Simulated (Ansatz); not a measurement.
# NiBiCl3: the cost of one run

Method: DFT PBE, scalar-relativistic, plane waves, PAW, in Ansatz 0.2.0.

### Step 1. The system as given

The structure is cubic, space group Pm-3m (No. 221). Conventional cell: a = 5.491 Å, b = 5.491 Å, c = 5.491 Å, α = 90.00°, β = 90.00°, γ = 90.00°. Ni (site symmetry m-3m) is surrounded by 12 Cl at 3.88 Å. Bi (site symmetry m-3m) has 6 Cl at 2.75 Å as nearest neighbours. Cl (site symmetry 4/mmm) has 2 Bi at 2.75 Å and 4 Ni at 3.88 Å as nearest neighbours.

Coordinates:

```
Ni Bi Cl
1.0
     5.49102    0.00000    0.00000
     0.00000    5.49102    0.00000
     0.00000    0.00000    5.49102
Ni Bi Cl
1 1 3
Direct
  0.50000 0.50000 0.50000
  0.00000 0.00000 0.00000
  0.50000 0.00000 0.00000
  0.00000 0.50000 0.00000
  0.00000 0.00000 0.50000
```

The cell was relaxed beforehand at this level, from a generated guess; it needn't be the stable form of this composition. At a tolerance of 0.05 Å it has space group Pm-3m (No. 221); it has 33.11 Å³/atom, an uncorrected energy of +0.14 eV/atom over the elements.

### Step 2. Electronic structure at the relaxed geometry

Contents of input.yaml:

```yaml
crystal:
  lattice:
    - [5.4910198491, 0.0, 0.0]
    - [0.0, 5.4910198491, 0.0]
    - [0.0, 0.0, 5.4910198491]
  atoms:
    - { symbol: Ni, position: [0.5, 0.5, 0.5], spin: 2.03 }
    - { symbol: Bi, position: [0.0, 0.0, 0.0] }
    - { symbol: Cl, position: [0.5, 0.0, 0.0] }
    - { symbol: Cl, position: [0.0, 0.5, 0.0] }
    - { symbol: Cl, position: [0.0, 0.0, 0.5] }
basis:
  ecutwfc: 420
kpoints:
  mp_grid: { grid: [8, 8, 8] }
  band_path:
    path:
      - [[0.0, 0.0, 0.0], [0.0, 0.5, 0.0], [0.5, 0.5, 0.0], [0.0, 0.0, 0.0], [0.5, 0.5, 0.5], [0.0, 0.5, 0.0]]
      - [[0.5, 0.5, 0.5], [0.5, 0.5, 0.0]]
    npoints: 14
hamiltonian:
  xc: pbe
scf:
  occupations: { method: gaussian, width: 0.1 }
  n_extra_bands: 12
output:
  forces: true
  stress: true
  eigenvalues: true
  populations: true
  dos: { projected: true, de: 0.02, nscf_kmesh: { grid: [10, 10, 10] } }
  bader: true
  write_density: true
  write_potential: true
  elf: true
  volumetric_format: npy
magnetization:
  spin_polarized: true
checkpoint:
  read: start.run
  write: ck
  compress: false
  write_wavefunctions: false
  write_every: 100000
```

Command:

```sh
$ ansatz run input.yaml --threads 1 --pin off --max-ram 2048MiB --backend cpu --events-out ev --progress --plain --runs-dir out
```

**Question.** How long does this run take on 1 thread of Arm Neoverse V1, shared host, and how much memory does it need?

About 3.1 min, with a peak of 0.94 GiB.
